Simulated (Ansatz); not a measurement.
# VCuS2: the cost of one run

Computed with Ansatz 0.2.0 (DFT PBE+U (U = 7 eV, J = 0.9 eV on V d), plane waves, PAW, unless a step's input says otherwise).

3 further runs of the same task are left out: 3 that didn't finish. Runs told in other sessions of the task aren't counted.

### 1 The starting structure

Symmetry: R-3m, No. 166, trigonal system. The conventional cell has a = 3.587 Å, b = 3.587 Å, c = 19.536 Å, α = 90.00°, β = 90.00°, γ = 120.00°. Around Cu (site symmetry -3m) lie 6 S at 2.85 Å. V (site symmetry -3m) is surrounded by 6 S at 2.45 Å. S (site symmetry 3m) has 3 V at 2.45 Å and 3 Cu at 2.85 Å in its first shell of neighbours.

Coordinates:

```
CELL_PARAMETERS angstrom
1.79371 1.03560 6.51184
-1.79371 1.03560 6.51184
0.00000 -2.07120 6.51184
ATOMIC_POSITIONS crystal
Cu 0.50000 0.50000 0.50000
V 0.00000 0.00000 0.00000
S 0.26670 0.26670 0.26670
S 0.73330 0.73330 0.73330
```

Magnetic order typed: ferromagnetic.

### 2 From atoms, symmetry kept, no search

input.yaml

```yaml
crystal:
  lattice:
    - [1.79370813, 1.03559787, 6.51184499]
    - [-1.79370813, 1.03559787, 6.51184499]
    - [0.0, -2.07119574, 6.51184499]
  atoms:
    - { symbol: Cu, position: [0.5, 0.5, 0.5] }
    - { symbol: V, position: [0.0, 0.0, 0.0], spin: 2.0 }
    - { symbol: S, position: [0.2667, 0.2667, 0.2667] }
    - { symbol: S, position: [0.7333, 0.7333, 0.7333] }
basis:
  ecutwfc: 420
  ecutrho_ratio: 4
kpoints:
  mp_grid: { grid: [6, 6, 6] }
hamiltonian:
  xc: pbe
  hubbard: { sites: [{ site: 1, l: d, u: 7.0, j: 0.9 }] }
scf:
  occupations: { method: gaussian, width: 0.05 }
  lower_state_search: "off"
  max_iter: 150
output:
  forces: true
  stress: true
  eigenvalues: true
  populations: true
  hubbard: { sites: [{ site: 1, l: d }] }
magnetization:
  spin_polarized: true
```

Run with:

```console
$ ansatz run input.yaml --threads 2 --pin off --max-ram 3072MiB --backend cpu --events-out ev --progress --plain --runs-dir out
```

**Question.** How long does this run take on 2 threads of Arm Neoverse N1, shared host, and how much memory does it need?

About 22 s, with a peak of 0.47 GiB.
